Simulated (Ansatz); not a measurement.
# HfGeTe: relaxing cell and atoms, part 1 of 2

Aim: in HfGeTe, a database entry, slightly rescaled, relax cell and atoms, then read levels, charges and fields where it ends.

All numbers below are computed with Ansatz 0.2.0 (DFT, r2SCAN, no spin polarisation, plane waves, PAW).

### Step 1. The system as given

The structure is tetragonal, space group P4/nmm (No. 129). Conventional cell: a = 3.892 Å, b = 3.892 Å, c = 8.548 Å, α = 90.00°, β = 90.00°, γ = 90.00°. Hf (site symmetry 4mm) has 4 Ge at 2.83 Å and 5 Te at 3.00 to 3.24 Å as nearest neighbours. Te (site symmetry 4mm) has 5 Hf at 3.00 to 3.24 Å and 4 Te at 3.43 Å as nearest neighbours. Around Ge (site symmetry -4m2) lie 4 Ge at 2.75 Å and 4 Hf at 2.83 Å.

Structure file:

```cif
data_structure
_symmetry_space_group_name_H-M 'P 1'
_symmetry_Int_Tables_number 1
_cell_length_a 3.8918
_cell_length_b 3.8918
_cell_length_c 8.5480
_cell_angle_alpha 90.000
_cell_angle_beta 90.000
_cell_angle_gamma 90.000
_cell_volume 129.47
loop_
_atom_site_label
_atom_site_type_symbol
_atom_site_fract_x
_atom_site_fract_y
_atom_site_fract_z
_atom_site_occupancy
Hf1 Hf 0.00000 0.50000 0.24100 1
Hf2 Hf 0.50000 0.00000 0.75900 1
Te1 Te 0.00000 0.50000 0.62000 1
Te2 Te 0.50000 0.00000 0.38000 1
Ge1 Ge 0.00000 0.00000 0.00000 1
Ge2 Ge 0.50000 0.50000 0.00000 1
```

The first density is read from a saved solution for the starting cell.

### Step 2. Relaxing

File input.yaml:

```yaml
crystal:
  lattice:
    - [3.891847, 0.0, 0.0]
    - [0.0, 3.891847, 0.0]
    - [0.0, 0.0, 8.547985]
  atoms:
    - { symbol: Hf, position: [0.0, 0.5, 0.241] }
    - { symbol: Hf, position: [0.5, 0.0, 0.759] }
    - { symbol: Te, position: [0.0, 0.5, 0.62] }
    - { symbol: Te, position: [0.5, 0.0, 0.38] }
    - { symbol: Ge, position: [0.0, 0.0, 0.0] }
    - { symbol: Ge, position: [0.5, 0.5, 0.0] }
  symmetry: { tolerance: 0.0003 }
kpoints:
  mp_grid: { grid: [9, 9, 4], shift: [0, 0, 0] }
magnetization:
  spin_polarized: false
scf:
  occupations: { method: fermi_dirac }
  lower_state_search: "off"
hamiltonian:
  pseudopotentials: { kind: paw }
  xc: r2scan
basis:
  ecutwfc: 500
  fft_grid_basis: typed
relax:
  max_steps: 60
  cell: { p_target: 0.0 }
  f_tol: 0.03
output:
  forces: true
  stress: true
  eigenvalues: true
  bader: true
  populations: true
  elf: true
  write_potential: true
  volumetric_format: npy
  dos:
    e_range: [-12, 8]
    de: 0.05
    projected: { site_lists: { Ge: [Ge], Hf: [Hf], Te: [Te] } }
checkpoint:
  read: saved_state
```

Command:

```
$ ansatz run input.yaml --threads 2 --pin off --max-ram 3584MiB --backend cpu --events-out ev --progress --plain --runs-dir out
```

The program printed, shortened:

```text
Warning: RAYON_NUM_THREADS=2 ignored (pool sized by the plan → 2); use --threads N
[...]
Pseudopotentials: kind: paw
Pseudopotential: Hf, paw, valence charge 26, recommended cutoff 500 eV (meta_gga), Hf.paw.azcp
Pseudopotential: Te, paw, valence charge 16, recommended cutoff 500 eV (meta_gga), Te.paw.azcp
Pseudopotential: Ge, paw, valence charge 14, recommended cutoff 500 eV (meta_gga), Ge.paw.azcp
Functional definition: r2SCAN
[...]
Crystal: 6 atoms, lattice volume = 129.472 Å³
Basis set: ecut = 500 eV, 3287 PW (Γ), exchange–correlation on 120×120×256 points (64 copies of the dense FFT grid, shifted against one another)
Bands: 68, of which v1, the nominal top of the filled ones, is band 56 counted from 1 (55 counted from 0)
Symmetry: 16 space group operations
Space group: P4/nmm (ITA 129), of the structure as read, at distance tolerance 1.5e-3 Å
k-points: 45 of 324
[...]
SCF iter   1: F=-54065.934913 eV  HF=-54065.932880 eV  |F-HF|=2.03e-3  |Δ(HF+E_count)|=         —  Δρ=1.22e-3  dr2=2.79e-3  dr2_τ=1.08e-3  ethr=2.74e-6  ⟨swp⟩=2.8  Hψ=16908  notcnv=0
[...]
relax step   1: F+E_penalty+E_count = -54065.93654648 eV  Δ(F+E_penalty+E_count) = +0.000e0 eV  max|allowed force component| = 5.730e-1 eV/Å  Δτ_max = 0.0000 Å  P = -0.507 GPa  Ω = 129.472 Å³  (8 SCF iters, dr2 threshold 1.00e-7 eV, accepted)
[...]
relax step   2: F+E_penalty+E_count = -54065.82985044 eV  Δ(F+E_penalty+E_count) = +1.067e-1 eV  max|allowed force component| = 1.185e0 eV/Å  Δτ_max = 0.1140 Å  P = +0.777 GPa  Ω = 127.634 Å³  energy of the carried Pulay correction = +3.677e-4 eV  (10 SCF iters, dr2 threshold 6.00e-7 eV, [...]
relax step   3: F+E_penalty+E_count = -54065.96776572 eV  Δ(F+E_penalty+E_count) = -3.122e-2 eV  max|allowed force component| = 3.603e-2 eV/Å  Δτ_max = 0.0373 Å  P = -0.156 GPa  Ω = 128.741 Å³  energy of the carried Pulay correction = +1.455e-4 eV  (14 SCF iters, accepted)
[...]
SCF iter   5: F=-54065.968085 eV  HF=-54065.968085 eV  |F-HF|=4.32e-7  |Δ(HF+E_count)|=   1.62e-6  Δρ=3.06e-5  dr2=1.68e-6  dr2_τ=7.28e-8  ethr=1.38e-8  ⟨swp⟩=2.0  Hψ=4261  notcnv=0
```

### Step 3. More of the same log

The log, continued:

```text
SCF iter   6: F=-54065.968086 eV  HF=-54065.968086 eV  |F-HF|=2.89e-8  |Δ(HF+E_count)|=   3.17e-7  Δρ=9.62e-6  dr2=2.15e-7  dr2_τ=4.60e-9  ethr=1.50e-9  ⟨swp⟩=2.4  Hψ=4888  notcnv=0
SCF iter   7: F=-54065.968086 eV  HF=-54065.968086 eV  |F-HF|=3.32e-9  |Δ(HF+E_count)|=   5.55e-8  Δρ=3.09e-6  dr2=1.82e-8  dr2_τ=5.30e-10  ethr=8.96e-11  ⟨swp⟩=8.7  Hψ=19632  notcnv=0
SCF 4 converged in 7 iterations: F = -54065.968086 eV  dr2 = 1.82e-8
relax step   4: F+E_penalty+E_count = -54065.96808566 eV  Δ(F+E_penalty+E_count) = -3.199e-4 eV  max|allowed force component| = 1.390e-2 eV/Å  Δτ_max = 0.0024 Å  P = +0.009 GPa  Ω = 128.560 Å³  energy of the carried Pulay correction = +1.818e-4 eV  (7 SCF iters, dr2 threshold 1.00e-7 eV, accepted)
Crystal: 6 atoms, lattice volume = 128.643 Å³
iter 1 solved again at ethr=1.10e-7 eV; its pass at ethr=3.10e-3 eV (dr2=1.23e-4 eV) is discarded
SCF iter   1: F=-54065.968109 eV  HF=-54065.967792 eV  |F-HF|=3.17e-4  |Δ(HF+E_count)|=         —  Δρ=2.69e-4  dr2=1.23e-4  dr2_τ=7.12e-4  ethr=1.10e-7  ⟨swp⟩=2.4  Hψ=12757  notcnv=0
preconditioner: auto → Kerker (q_TF=auto, 2.666 Å⁻¹)  [metal: Δε(μ)=0.106 eV  Ē_g=16.602 eV  σ=0.100 eV  W_gap=0.25  n_scr=38 (ndim 8)  ℏωp=28.5 eV  f_vac=0.000  D(μ)=0.89/eV (n_scr^D=2)]
SCF iter   2: F=-54065.968173 eV  HF=-54065.968183 eV  |F-HF|=9.44e-6  |Δ(HF+E_count)|=   3.90e-4  Δρ=1.47e-4  dr2=3.09e-5  dr2_τ=1.11e-6  ethr=1.10e-7  ⟨swp⟩=2.0  Hψ=5768  notcnv=0
SCF iter   3: F=-54065.968169 eV  HF=-54065.968173 eV  |F-HF|=3.72e-6  |Δ(HF+E_count)|=   9.67e-6  Δρ=4.88e-5  dr2=5.39e-6  dr2_τ=1.84e-7  ethr=2.76e-8  ⟨swp⟩=2.0  Hψ=5008  notcnv=0
SCF iter   4: F=-54065.968188 eV  HF=-54065.968189 eV  |F-HF|=6.74e-7  |Δ(HF+E_count)|=   1.58e-5  Δρ=2.74e-5  dr2=1.77e-6  dr2_τ=5.04e-8  ethr=4.81e-9  ⟨swp⟩=2.0  Hψ=4899  notcnv=0
SCF iter   5: F=-54065.968188 eV  HF=-54065.968189 eV  |F-HF|=2.62e-7  |Δ(HF+E_count)|=   1.26e-7  Δρ=1.29e-5  dr2=4.97e-7  dr2_τ=1.22e-8  ethr=1.58e-9  ⟨swp⟩=2.0  Hψ=4274  notcnv=0
SCF iter   6: F=-54065.968189 eV  HF=-54065.968189 eV  |F-HF|=5.06e-8  |Δ(HF+E_count)|=   5.57e-8  Δρ=3.48e-6  dr2=6.97e-8  dr2_τ=1.18e-9  ethr=4.43e-10  ⟨swp⟩=2.0  Hψ=4320  notcnv=0
SCF iter   7: F=-54065.968189 eV  HF=-54065.968189 eV  |F-HF|=1.52e-8  |Δ(HF+E_count)|=   5.98e-9  Δρ=1.91e-6  dr2=1.56e-8  dr2_τ=1.69e-10  ethr=6.22e-11  ⟨swp⟩=2.0  Hψ=4812  notcnv=0
SCF iter   8: F=-54065.968189 eV  HF=-54065.968189 eV  |F-HF|=4.06e-9  |Δ(HF+E_count)|=   2.20e-9  Δρ=1.10e-6  dr2=4.84e-9  dr2_τ=7.37e-11  ethr=9.18e-12  ⟨swp⟩=7.2  Hψ=17823  notcnv=0
SCF 5 converged in 8 iterations: F = -54065.968189 eV  dr2 = 4.84e-9
relax step   5: F+E_penalty+E_count = -54065.96818882 eV  Δ(F+E_penalty+E_count) = -1.032e-4 eV  max|allowed force component| = 7.984e-3 eV/Å  Δτ_max = 0.0023 Å  P = -0.026 GPa  Ω = 128.643 Å³  energy of the carried Pulay correction = +1.652e-4 eV  (8 SCF iters, dr2 threshold 1.03e-8 eV, accepted)
Initial wavefunctions: pseudopotential atomic-orbital guess (no wavefunctions were taken with the density)
iter 1 solved again at ethr=5.51e-8 eV; its pass at ethr=3.10e-3 eV (dr2=6.17e-5 eV) is discarded
SCF iter   1: F=-54065.968008 eV  HF=-54065.968008 eV  |F-HF|=2.01e-8  |Δ(HF+E_count)|=         —  Δρ=5.37e-6  dr2=8.98e-9  dr2_τ=3.53e-8  ethr=5.51e-8  ⟨swp⟩=4.0  Hψ=19910  notcnv=0
eigensolver tolerance schedule: the retry pair's looser diagonalisation over-reported the residual by 6871.99 of it (diagonalisation noise at 0.14 of the residual, at the tolerance the schedule requests for it); recorded, not acted on — ethr = c·dr2/N_el stays at c = 1.0e-1
preconditioner: auto → Kerker (q_TF=auto, 2.666 Å⁻¹)  [metal: Δε(μ)=0.107 eV  Ē_g=16.601 eV  σ=0.100 eV  W_gap=0.25  n_scr=38 (ndim 8)  ℏωp=28.5 eV  f_vac=0.000  D(μ)=0.89/eV (n_scr^D=2)]
SCF iter   2: F=-54065.968023 eV  HF=-54065.968023 eV  |F-HF|=5.31e-9  |Δ(HF+E_count)|=   1.50e-5  Δρ=3.51e-6  dr2=6.35e-9  dr2_τ=8.61e-10  ethr=8.02e-12  ⟨swp⟩=3.0  Hψ=6398  notcnv=0
SCF iter   3: F=-54065.968023 eV  HF=-54065.968023 eV  |F-HF|=3.78e-10  |Δ(HF+E_count)|=   6.52e-9  Δρ=1.49e-6  dr2=2.54e-9  dr2_τ=1.73e-10  ethr=5.67e-12  ⟨swp⟩=2.0  Hψ=4591  notcnv=0
SCF iter   4: F=-54065.968023 eV  HF=-54065.968023 eV  |F-HF|=5.09e-10  |Δ(HF+E_count)|=  9.17e-10  Δρ=2.86e-7  dr2=6.78e-10  dr2_τ=2.45e-12  ethr=2.27e-12  ⟨swp⟩=2.0  Hψ=3620  notcnv=0
SCF iter   5: F=-54065.968023 eV  HF=-54065.968023 eV  |F-HF|=1.89e-10  |Δ(HF+E_count)|=    0.00e0  Δρ=1.51e-7  dr2=1.31e-10  dr2_τ=2.97e-12  ethr=1.00e-12  ⟨swp⟩=2.3  Hψ=4565  notcnv=0
SCF iter   6: F=-54065.968023 eV  HF=-54065.968023 eV  |F-HF|=5.82e-11  |Δ(HF+E_count)|=  2.18e-11  Δρ=1.12e-7  dr2=3.88e-11  dr2_τ=1.69e-12  ethr=1.00e-12  ⟨swp⟩=6.8  Hψ=15703  notcnv=0
SCF 6 converged in 6 iterations: F = -54065.968023 eV  dr2 = 3.88e-11
relax step   6: F+E_penalty+E_count = -54065.96802311 eV  Δ(F+E_penalty+E_count) = +1.657e-4 eV  max|allowed force component| = 7.936e-3 eV/Å  Δτ_max = 0.0000 Å  P = -0.026 GPa  Ω = 128.643 Å³  stress off target by 4.89e-2 GPa  SCF on the basis re-selected at this cell (its energy is not comparable with the rows above)  (6 SCF iters)
basis re-selected at this cell: Δ(F+E_penalty+E_count) = +1.657e-4 eV, ΔP = -0.001 GPa vs the last step (what re-selecting the basis moved, of the pressure what is left beyond the Pulay correction that the steps carried, after the strain that the cell walked since its last selection, with what the two solves' SCF thresholds leave and, on support functions, any second-order correction that the steps lacked; it is no measure of the basis error at this ecutwfc). This SCF's stress stands 4.89e-2 GPa from its target on what of the cell is left free (relax.cell.stress_tol is 5.00e-2 GPa) and its largest allowed force component is 7.94e-3 eV/Å (relax.f_tol is 3.00e-2 eV/Å): within both
SCF converged after 6 iterations
Free energy (F): -54065.968023 eV
Harris-Foulkes:  -54065.968023 eV  (|F-HF|=5.82e-11)
Internal energy: -54065.935604 eV  (E = F + TS)
E sigma→0 (E₀):  -54065.951814 eV
Entropy (-TS):   -0.032419 eV (-5.403 meV/atom)
Fermi energy:    15.689388 eV
--- Per-component energies (eV) ---
  E_band       = -677.303014
  E_kinetic    = 1431.782115
  E_local      = -17505.976137  (includes V_loc(G=0)·N_el)
  E_nonlocal   = -2279.713470
  E_hartree    = 8579.042153
  E_xc         = -937.317095
  E_vxc        = -948.033786  (∫ρ·V_xc dr)
  E_paw        = -27341.888015  (= ΣΔE_a)
  E_vpaw       = 1416.903531  (= ΣTr[D̂ρ^β])
  E_aug_tail   = -0.000041  (compensation charges beyond the density's cutoff)
  E_vtau       = 49.650412  (kinetic-family band-sum trace: ∫τ·v_τ [+ j·A + Jᵃ·Aᵃ] dr)
  E_ewald      = -16010.906337
  E_core_change = -0.958777  (= ΣΔE_core)
  E_smearing   = -0.032419  (= −TS)
  E_closure    = 0.000000  (closes the sum)
  Σ components = -54065.968023   (vs F -54065.968023, Δ=0.00e0)
--- Forces (eV/Å), atoms counted from 1 ---
  atom   1  Hf     0.00000000     0.00000000    -0.00793564
  atom   2  Hf     0.00000000     0.00000000     0.00793564
  atom   3  Te     0.00000000     0.00000000     0.00395677
  atom   4  Te     0.00000000     0.00000000    -0.00395677
  atom   5  Ge     0.00000000     0.00000000    -0.00000000
  atom   6  Ge     0.00000000     0.00000000     0.00000000
  max |Σ_I F_I| component: 1.73e-18 eV/Å
--- Stress (GPa, compression-positive) ---
       -0.048869       0.000000       0.000000
        0.000000      -0.048869       0.000000
        0.000000       0.000000       0.018377
  P = ⅓ Tr σ = -0.0265 GPa (-0.265 kbar)
--- Band table (eV; the first three rows and the last of 45) ---
  k-point 0: bands = ["-48.9608", "-48.9608", "-22.5322", "-22.5181", "-22.5156", "-22.5091", "-22.5091", "-22.5071", "-22.5030", "-22.4924", "-22.4924", "-22.4911", "-16.9672", "-16.9672", "-16.9663", "-16.9663", "-16.9377", "-16.9239", "-9.5007", "-9.4175", "-9.2970", "-9.2952", "-9.2952", "-9.2647", "-9.2250", "-9.2250", "-9.1874", "-9.1795", "1.4078", "2.5669", "2.5669", "2.5670", "2.5670", "2.5721", "2.5886", "2.5912", "2.5980", "2.5983", "2.6024", "2.6034", "2.6034", "2.6058", "2.6058", "3.4740", "3.7227", "10.4571", "10.7943", "11.0383", "12.2274", "12.2274", "12.8985", "12.8985", "13.5618", "14.4152", "14.4152", "15.3141", "15.8116", "15.8481", "17.1498", "17.2795", "17.3754", "17.3754", "19.1655", "20.2539", "20.4740", "20.4740", "20.6174", "20.9682"]
  k-point 1: bands = ["-48.9608", "-48.9608", "-22.5322", "-22.5181", "-22.5156", "-22.5091", "-22.5091", "-22.5071", "-22.5031", "-22.4924", "-22.4924", "-22.4911", "-16.9673", "-16.9673", "-16.9662", "-16.9662", "-16.9357", "-16.9259", "-9.5007", "-9.4175", "-9.2970", "-9.2952", "-9.2952", "-9.2647", "-9.2250", "-9.2250", "-9.1874", "-9.1795", "1.4740", "2.5654", "2.5668", "2.5668", "2.5670", "2.5670", "2.5887", "2.5911", "2.5980", "2.5983", "2.6029", "2.6036", "2.6036", "2.6056", "2.6056", "3.0105", "4.1935", "9.6678", "11.0461", "11.8902", "12.2587", "12.2587", "12.8314", "12.8314", "13.4930", "14.4622", "14.4622", "14.6713", "15.9400", "16.0377", "17.1679", "17.2601", "17.4431", "17.4431", "18.9006", "20.0463", "20.2410", "20.2505", "20.2505", "20.6776"]
  k-point 2: bands = ["-48.9608", "-48.9608", "-22.5322", "-22.5181", "-22.5156", "-22.5091", "-22.5091", "-22.5071", "-22.5031", "-22.4924", "-22.4924", "-22.4911", "-16.9674", "-16.9674", "-16.9661", "-16.9661", "-16.9312", "-16.9304", "-9.5007", "-9.4175", "-9.2970", "-9.2952", "-9.2952", "-9.2647", "-9.2250", "-9.2250", "-9.1874", "-9.1795", "1.5554", "2.5442", "2.5668", "2.5668", "2.5671", "2.5671", "2.5889", "2.5909", "2.5981", "2.5982", "2.6039", "2.6039", "2.6042", "2.6054", "2.6054", "2.7641", "4.4508", "9.2959", "11.0540", "12.2972", "12.2972", "12.7596", "12.7596", "13.2345", "13.3522", "13.4297", "14.5068", "14.5068", "16.2392", "16.2438", "17.2060", "17.2206", "17.5182", "17.5182", "18.3550", "19.5262", "20.0379", "20.0379", "20.3644", "20.6475"]
  k-point 44: bands = ["-48.9584", "-48.9584", "-22.5310", "-22.5305", "-22.5134", "-22.5126", "-22.5004", "-22.5003", "-22.4932", "-22.4924", "-22.4918", "-22.4917", "-17.0186", "-17.0184", "-17.0177", "-17.0175", "-16.9149", "-16.9149", "-9.4005", "-9.3922", "-9.3311", "-9.3265", "-9.3036", "-9.3015", "-9.2212", "-9.2190", "-9.1907", "-9.1861", "2.5593", "2.5602", "2.5685", "2.5686", "2.5710", "2.5713", "2.5974", "2.5977", "2.5998", "2.6001", "2.6017", "2.6018", "2.6042", "2.6044", "3.7042", "3.7966", "6.8924", "7.2864", "9.3114", "9.5338", "10.1084", "10.1661", "11.7737", "11.9554", "12.4886", "12.6750", "13.2792", "13.3944", "17.1091", "17.1427", "18.2125", "18.2988", "18.5996", "18.6415", "19.6513", "19.6620", "20.3418", "20.6828", "20.8216", "21.1591"]
--- Relaxed structure (5 steps of the walk, 4 accepted, 1 SCFs on fresh bases) ---
  F+E_penalty+E_count = -54065.96802311 eV   max|allowed force component| = 7.936e-3 eV/Å   (the final SCF, on the basis selected at the relaxed cell)
  cell:  # Å, volume = 128.6429 Å³
    - [3.877106874371486, 6.94510957445785e-35, 0.0]
    - [6.94510957445785e-35, 3.877106874371486, 0.0]
    - [0.0, 0.0, 8.557957886664328]
  atoms:
    - { symbol: Hf, position: [-1.2887049679775273e-37, 0.49999999999999994, 0.24486241416376406] }
    - { symbol: Hf, position: [0.49999999999999994, -6.443524839887637e-38, 0.7551375858362357] }
    - { symbol: Te, position: [4.510467387921332e-37, 0.49999999999999994, 0.6230918641746415] }
    - { symbol: Te, position: [0.49999999999999994, 7.0878773238763736e-37, 0.37690813582535837] }
    - { symbol: Ge, position: [1.610881209971906e-37, -6.443524839887624e-38, 2.102875256287207e-34] }
    - { symbol: Ge, position: [0.49999999999999994, 0.49999999999999994, 3.004107508981725e-35] }
--- Löwdin populations: 6 sites ---
  site symbol       q [e]
     0     Hf     25.6479
     1     Hf     25.6479
     2     Te     16.0176
     3     Te     16.0176
     4     Ge     14.2034
     5     Ge     14.2034
  spilling = 0.002340 (of n_electrons = 112.000000)
--- Bader charges: 6 sites ---
  site symbol  charge [e]  shift [e]
     0     Hf      1.6451     0.0002
     1     Hf      1.6451     0.0002
     2     Te     -0.9598     0.0001
     3     Te     -0.9598     0.0001
     4     Ge     -0.6853     0.0000
     5     Ge     -0.6853     0.0000
  estimated error of the sums over rays = 7.1e-4 e
```

It took 3.7 min on 2 threads of Arm Neoverse V1, shared host; peak memory 0.91 GiB.

The steps of the relaxation:

| step | energy from step 1 (eV/cell) | largest force component (eV/Å) | pressure (GPa) | volume (Å³) |
| --- | --- | --- | --- | --- |
| 1 | 0.0000 | 0.5730 | -0.51 | 129.47 |
| 2x | 0.1067 | 1.1855 | 0.78 | 127.63 |
| 3 | -0.0312 | 0.0360 | -0.16 | 128.74 |
| 4 | -0.0315 | 0.0139 | 0.01 | 128.56 |
| 5 | -0.0316 | 0.0080 | -0.03 | 128.64 |
| 6 | -0.0315 | 0.0079 | -0.03 | 128.64 |

Step 1 is the start. Step 6 repeats the geometry before on a plane-wave basis chosen anew for that cell, so the energy can jump there without any move; the table keeps such jumps. 1 step was tried and not accepted (marked x).

| input's cell | before | after | change |
| --- | --- | --- | --- |
| a (Å) | 3.892 | 3.877 | -0.4 % |
| b (Å) | 3.892 | 3.877 | -0.4 % |
| c (Å) | 8.548 | 8.558 | +0.1 % |
| volume (Å³/atom) | 21.58 | 21.44 | -0.6 % |

The largest move, 0.03 Å, apart from the change of the cell, is shared by several atoms, Hf2 among them.

### Step 4. States by energy

States per cell by energy window, from dos.tsv and pdos.tsv (tetrahedra; eV from the Fermi level):

| from | to | total | Ge s | Ge p | Hf s | Hf d | Te p |
| --- | --- | --- | --- | --- | --- | --- | --- |
| -4.5 | -4.0 | 1.38 | 0.03 | 0.31 | 0.07 | 0.26 | 0.66 |
| -4.0 | -3.5 | 1.93 | 0.03 | 0.34 | 0.05 | 0.41 | 1.04 |
| -3.5 | -3.0 | 2.47 | 0.04 | 0.50 | 0.03 | 0.60 | 1.24 |
| -3.0 | -2.5 | 1.97 | 0.03 | 0.55 | 0.02 | 0.59 | 0.73 |
| -2.5 | -2.0 | 2.22 | 0.03 | 0.74 | 0.02 | 0.80 | 0.56 |
| -2.0 | -1.5 | 2.21 | 0.03 | 0.73 | 0.02 | 0.92 | 0.46 |
| -1.5 | -1.0 | 1.46 | 0.03 | 0.39 | 0.01 | 0.59 | 0.40 |
| -1.0 | -0.5 | 0.66 | 0.02 | 0.19 | 0.01 | 0.23 | 0.18 |
| -0.5 | 0.0 | 0.63 | 0.03 | 0.19 | 0.01 | 0.24 | 0.14 |
| 0.0 | 0.5 | 0.54 | 0.02 | 0.07 | 0.02 | 0.35 | 0.05 |
| 0.5 | 1.0 | 0.86 | 0.05 | 0.12 | 0.01 | 0.53 | 0.09 |
| 1.0 | 1.5 | 1.44 | 0.06 | 0.12 | 0.03 | 0.99 | 0.13 |
| 1.5 | 2.0 | 2.62 | 0.12 | 0.20 | 0.18 | 1.68 | 0.20 |
| 2.0 | 2.5 | 2.99 | 0.18 | 0.25 | 0.21 | 1.81 | 0.25 |
| 2.5 | 3.0 | 3.51 | 0.18 | 0.29 | 0.20 | 2.30 | 0.23 |

### Step 5. Charges

Gathered by element (positive charge: electrons given up): Löwdin charges also hold the electrons that the projection spills.

| element | atoms | Bader charge (e) | Bader volume (Å³) | Löwdin charge (e) |
| --- | --- | --- | --- | --- |
| Hf | 2 | +1.65 | 14.4 | +0.35 |
| Te | 2 | -0.96 | 29.4 | -0.02 |
| Ge | 2 | -0.69 | 20.5 | -0.20 |

Löwdin charges rest on a small set of atomic orbitals that misses 0.2 % of the electrons, so they need not add up to the cell's charge and can differ from Bader's even in sign.

### Step 6. Fields in real space

Maps in the plane spanned by b and c at height 0.000 along a (axes of the input's cell), one cell: b runs left to right (12 points from zero), c bottom to top (26 points), 90° apart. These are the smooth PAW fields, not the true ones near the nuclei.

Valence density. Ten steps from '0' (0.04 e/Å³) to '9' (57.00 e/Å³), finer at the low end (step k begins (100^(k/10) - 1)/99 of the way up):
```
752000000025
221000000012
110000000001
000000000000
000000000000
000000000000
000011111000
000113431100
000136663100
000136763100
000125652100
000012321000
000001110000
000000000000
000000000000
000000000000
000012221000
000035653000
000147874100
000157875100
000136763100
000013331000
110000000001
221000000012
752100000125
972100000127
```

ELF. Ten even steps from '0' (0.00) to '9' (0.84):
```
003431013430
344420002444
666410001466
875210001257
553222222235
333566566533
236765556763
247753235774
247630003674
137630403673
026641014662
014665456641
002688788620
001379997310
001124442110
111101110111
221024542012
221169996112
210389998301
320399999302
552279997225
886235653268
678621112687
345752125754
003553235530
902442124420
```

Atoms within 0.2 Å of the plane, in fractions of b and c: Hf at (0.50, 0.24), Te at (0.50, 0.62), Ge at (1.00, 0.00).

At the density minimum on some short contacts:

| contact | length (Å) | minimum at (fraction) | density (e/Å³) | ELF |
| --- | --- | --- | --- | --- |
| Te3–Te4 | 3.458 | 0.50 | 0.145 | 0.18 |

(Continued in part 2 of 2.)
